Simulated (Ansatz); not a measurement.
# CH6AlFSi: a ladder of functionals and wavefunction methods

An exercise on one series of results from a longer session: the logs are not shown, and one member is left open.

Program: Ansatz 0.2.0, Gaussian basis. Level of theory: functionals in def2-TZVPP, the program's frozen cores in correlated methods. These are calculated values, not measurements.

The runs, in order: LDA (SPW92), PBE-D4, revPBE-D4, BLYP-D4, r2SCAN-D4, B97M-V, PBE0-D4, B3LYP-D4, r2SCANh-D4, r2SCAN0-D4, HSE06-D4, BHLYP-D4, CAM-B3LYP-D4, LC-ωPBE, ωB97X-V, ωB97M-V, B2PLYP, PBE-QIDH; CCSD(T)/def2-SVP; CCSD(T)/def2-TZVPP; MP2/def2-QZVPP; extrapolation to the limit; RPA on PBE.

### The geometry

An earlier PBE0-D4 in a triple-zeta def2 set relaxation fixed the geometry.

SMILES `[F][AlH][CH2][SiH3]`, 10 atoms, charge 0, spin multiplicity 1.

Atoms are counted from 1 here; the program's logs count them from 0.

Bond lengths: F1–Al2 1.652 Å, Al2–C3 1.935 Å, Al2–H5 1.577 Å, C3–Si4 1.869 Å, C3–H6 1.096 Å, C3–H7 1.096 Å, Si4–H8 1.490 Å, Si4–H9 1.488 Å, Si4–H10 1.488 Å. Angles: F1–Al2–C3 118.0°, F1–Al2–H5 116.7°, C3–Al2–H5 125.3°, Al2–C3–Si4 114.6°, Al2–C3–H6 108.6°, Al2–C3–H7 109.3°, Si4–C3–H6 107.9°, Si4–C3–H7 108.1°, H6–C3–H7 108.1°, C3–Si4–H8 110.1°, C3–Si4–H9 110.3°, C3–Si4–H10 112.3°, H8–Si4–H9 107.7°, H8–Si4–H10 108.0°, H9–Si4–H10 108.4°.

As a file:

```
F    -1.1349    0.2070    2.6478
Al   -1.4174    0.3049    1.0231
C     0.0663    0.7640   -0.1311
Si    1.0564   -0.6978   -0.7427
H    -2.8885    0.0064    0.5403
H    -0.3229    1.2976   -1.0063
H     0.7463    1.4372    0.4027
H     0.1636   -1.6622   -1.4454
H     1.6817   -1.4122    0.4033
H     2.1325   -0.2962   -1.6886
```

The first run:

Contents of in.yaml:

```yaml
crystal:
  periodic: [false, false, false]
  atoms:
    - {symbol: F, position_ang: [-1.134892, 0.207037, 2.647800]}
    - {symbol: Al, position_ang: [-1.417368, 0.304912, 1.023056]}
    - {symbol: C, position_ang: [0.066272, 0.764015, -0.131133]}
    - {symbol: Si, position_ang: [1.056446, -0.697845, -0.742725]}
    - {symbol: H, position_ang: [-2.888539, 0.006441, 0.540259]}
    - {symbol: H, position_ang: [-0.322877, 1.297649, -1.006316]}
    - {symbol: H, position_ang: [0.746252, 1.437155, 0.402681]}
    - {symbol: H, position_ang: [0.163580, -1.662234, -1.445376]}
    - {symbol: H, position_ang: [1.681732, -1.412163, 0.403279]}
    - {symbol: H, position_ang: [2.132494, -0.296167, -1.688624]}
basis:
  gaussian: {orbitals: def2-TZVPP}
hamiltonian: {xc: lda}
output: {orbitals: {seedname: orbitals}}
```

The run is started by

```bash
$ ansatz run in.yaml --threads 2 --pin off --events-out ev --progress --plain --max-ram 4352MiB
```

Steps of the session up to this table: LDA; PBE-D4 (GGA); revPBE-D4 (GGA); BLYP-D4 (GGA); r2SCAN-D4 (meta-GGA); B97M-V (meta-GGA); PBE0-D4 (hybrid); B3LYP-D4 (hybrid); r2SCANh-D4 (hybrid); r2SCAN0-D4 (hybrid); HSE06-D4 (hybrid); BHLYP-D4 (hybrid); CAM-B3LYP-D4 (range-separated); LC-ωPBE (range-separated); ωB97X-V (range-separated); ωB97M-V (range-separated); B2PLYP (double hybrid); PBE-QIDH (double hybrid).

One table of the session follows, with a row left open; its other results are not shown here.

It belongs to the step «Frontier levels by functional». 

| functional | HOMO (eV) | gap (eV) |
| --- | --- | --- |
| LDA (SPW92) | -7.12 | 5.04 |
| PBE-D4 | -7.03 | 5.21 |
| revPBE-D4 | -6.99 | 5.30 |
| BLYP-D4 | -6.92 | 5.20 |
| r2SCAN-D4 | -7.32 | 5.84 |
| B97M-V | -7.45 | 5.71 |
| PBE0-D4 | -8.29 | 7.25 |
| B3LYP-D4 | -8.09 | 6.81 |
| r2SCANh-D4 | -7.79 | 6.56 |
| r2SCAN0-D4 | -8.48 | 7.63 |
| HSE06-D4 | -7.89 | 6.48 |
| BHLYP-D4 | -9.47 | 9.16 |
| CAM-B3LYP-D4 | ? | ? |
| LC-ωPBE | -11.00 | 11.99 |
| ωB97X-V | -10.65 | 11.49 |
| ωB97M-V | -10.47 | 11.00 |

Q: Estimate the row for CAM-B3LYP-D4 from the others.

As computed: HOMO (eV): -9.65; gap (eV): 9.50. In the column «HOMO (eV)» it lies between ωB97M-V (-10.47) and BHLYP-D4 (-9.47).
